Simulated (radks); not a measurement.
**Ho⁴⁺ in [Xe] 4f8.75 5d0.25: an all-electron calculation**

What are the levels of the holmium ion Ho4+, how large are its shells, and how does its energy divide?

Method: scalar-relativistic Kohn-Sham, BLYP, spin-polarised, spherical densities, finite nucleus; open shells are filled with parallel spins first. Code: radks (a radial shooting solver on a logarithmic mesh, Libxc functionals) version 1.

### Step 1. The system

* element: holmium (Z = 67)
* charge: +4
* electrons: 63
* configuration: [Xe] 4f8.75 5d0.25
* nuclear rms radius: 5.2022 fm

### Step 2. Self-consistent calculation

The run's settings:

```text
Z 67
configuration [Xe] 4f8.75 5d0.25 6s0 6p0 5f0 6d0
relativity scalar-relativistic
functional b88,lyp
spin polarised
nucleus finite rms 5.2022 fm
c 137.035999084
```

**Question.** What will this run give?

The runs gave:

```
                        quantity                   value
                    total energy     -12612.7962 hartree
exchange-correlation share of it                  2.14 %
                            −T/E                  1.0814
          highest occupied level       5d up, -38.946 eV
    most extended occupied level  5d up, <r> = 1.88 bohr
 radius at density 0.001 e/bohr³               3.07 bohr
    maxima of the radial density                       4
```

What this shows: 5 principal shells are occupied and 4 maxima appear in the radial density; where shells overlap, one shows as a shoulder or not at all. Relativity lifts −T/E to 1.081. This is not the tabulated ground configuration, so its levels and sizes aren't those of the ground state, and no measured value stands beside it.
